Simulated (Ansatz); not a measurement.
**LaNiBN: a single-point run**

Aim: a sound single-point run of LaNiBN. The structure is shown as the input types it.

Method: DFT PBEsol, scalar-relativistic, plane waves, PAW; settings changed (as first typed), in Ansatz 0.2.0.

2 further runs of the same task are left out: 2 set aside as unsound or not needed. Runs told in other sessions of the task aren't counted.

## Step 1: Starting point

Symmetry: P4/nmm, No. 129, tetragonal system. The conventional cell has a = 3.713 Å, b = 3.713 Å, c = 7.330 Å, α = 90.00°, β = 90.00°, γ = 90.00°. Around La (site symmetry 4mm) lie 5 N at 2.50 to 2.63 Å. Ni (site symmetry -4m2) is surrounded by 4 B at 2.11 Å. B (site symmetry 4mm) is surrounded by 1 N at 1.45 Å and 4 Ni at 2.11 Å. N (site symmetry 4mm) has 1 B at 1.45 Å in its first shell of neighbours.

As a file:

```cif
data_structure
_symmetry_space_group_name_H-M 'P4/nmm:1'
_symmetry_Int_Tables_number 129
_cell_length_a 3.7135
_cell_length_b 3.7135
_cell_length_c 7.3304
_cell_angle_alpha 90.000
_cell_angle_beta 90.000
_cell_angle_gamma 90.000
_cell_volume 101.08
loop_
_atom_site_label
_atom_site_type_symbol
_atom_site_symmetry_multiplicity
_atom_site_Wyckoff_symbol
_atom_site_fract_x
_atom_site_fract_y
_atom_site_fract_z
_atom_site_occupancy
La1 La 2 c 0.00000 0.50000 0.17698 1
Ni1 Ni 2 b 0.50000 0.50000 0.50000 1
B1 B 2 c 0.50000 0.00000 0.36189 1
N1 N 2 c 0.50000 0.00000 0.16447 1
```

## Step 2: Input and run

Input file input.yaml:

```yaml
crystal:
  lattice:
    - [3.7134605946, -3.7134605946, 0.0]
    - [3.7134605946, 3.7134605946, 0.0]
    - [0.0, 0.0, 7.3303563221]
  atoms:
    - { symbol: La, position: [0.25, 0.25, 0.176984452] }
    - { symbol: La, position: [0.75, 0.75, 0.176984452] }
    - { symbol: La, position: [0.25, 0.75, 0.823015548] }
    - { symbol: La, position: [0.75, 0.25, 0.823015548] }
    - { symbol: Ni, position: [0.0, 0.0, 0.5] }
    - { symbol: Ni, position: [0.5, 0.5, 0.5] }
    - { symbol: Ni, position: [0.0, 0.5, 0.5] }
    - { symbol: Ni, position: [0.5, 0.0, 0.5] }
    - { symbol: B, position: [0.75, 0.25, 0.3618928512] }
    - { symbol: B, position: [0.25, 0.75, 0.3618928512] }
    - { symbol: B, position: [0.25, 0.25, 0.6381071488] }
    - { symbol: B, position: [0.75, 0.75, 0.6381071488] }
    - { symbol: "N", position: [0.25, 0.75, 0.164469891] }
    - { symbol: "N", position: [0.75, 0.25, 0.164469891] }
    - { symbol: "N", position: [0.75, 0.75, 0.835530109] }
    - { symbol: "N", position: [0.25, 0.25, 0.835530109] }
basis:
  ecutwfc: 420
  xc_grid: 2
  ecutrho_ratio: 1
kpoints:
  mp_grid: { grid: [4, 4, 3], shift: [0.5, 0.5, 0.0] }
hamiltonian:
  xc: pbesol
scf:
  occupations: { method: gaussian, width: 0.05 }
  max_iter: 75
output:
  forces: true
  eigenvalues: true
  stress: true
```

The run is started by

```
> ansatz run input.yaml --threads 8 --pin off --max-ram 14336MiB --backend cpu --events-out ev --progress --plain --runs-dir out
```

What happens when this is run?

This run ends as converged, with warnings (cutoff below recommended). It gives a pressure of 16 GPa, which is large; a structure far from rest gives such values too, whatever the setting.

Look at the input: basis.ecutrho_ratio is 1. The density grid can't hold the products of the orbitals.

Run again and compare: delete basis.ecutrho_ratio (the default then holds).
